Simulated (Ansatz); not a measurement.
Run this with Ansatz's Python interface and show what comes out.

Contents of `lu.xyz`:
```text
1
Lattice="-1.95410711 1.95410711 1.95410711 1.95410711 -1.95410711 1.95410711 1.95410711 1.95410711 -1.95410711" Properties=species:S:1:pos:R:3 pbc="T T T"
Lu    0.00000000    0.00000000    0.00000000
```

Script `lu.py`:
```python
'''What spin-orbit coupling does to the bands of Lu.'''

import ansatz


def main() -> None:
    lu = ansatz.Crystal.from_extxyz('lu.xyz')

    base = (
        lu.calculation()
        .kpoints(spacing=0.2)
        .functional('lda')
        .occupations(ansatz.OccupationsMethod.FERMI_DIRAC, width=0.1)
        .band_table()
    )
    for label, variant in (('scalar-relativistic', base), ('spin-orbit', base.spin(soc=True))):
        report = variant.run().report
        zero = report['band_edges_ev'][0] if report.get('band_edges_ev') else report['fermi_energy_ev']
        near = [round(e - zero, 3) for e in report['eigenvalues_ev'][0] if abs(e - zero) < 4]
        print(label)
        print('  band edges (eV):', [round(e, 3) for e in report.get('band_edges_ev') or []] or 'none reported')
        print('  levels at k =', report['kpoints_frac'][0], 'within 4 eV of the zero:', near)


if __name__ == '__main__':
    main()
```

Output of `python lu.py`:
```text
DeckWarning: basis.ecutwfc = 420 eV, auto-derived from the records' recommended cutoffs: set by Lu (normal level)
scalar-relativistic
  band edges (eV): none reported
  levels at k = [0.0, 0.0, 0.0] within 4 eV of the zero: [1.973, 1.973, 1.973]
spin-orbit
  band edges (eV): none reported
  levels at k = [0.0, 0.0, 0.0] within 4 eV of the zero: [1.888, 1.888, 1.888, 1.888, 2.149, 2.149]
```
(Warnings from the package without file and line, repeats left out.)

What to keep in mind:
- The computed bands are complete only to about 4.0 eV above the Fermi level.
- This isn't the structure that Lu takes at ambient conditions.
- Gaps and levels are Kohn-Sham values on a finite set of k-points.
- With spin-orbit coupling each level holds one electron and, with inversion or at time-reversal points, comes in pairs; a window in energy can cut a split set.
- Wall time of the script: 24 s on 1 thread of Arm Neoverse N1, on a shared host, peak memory 0.52 GiB.
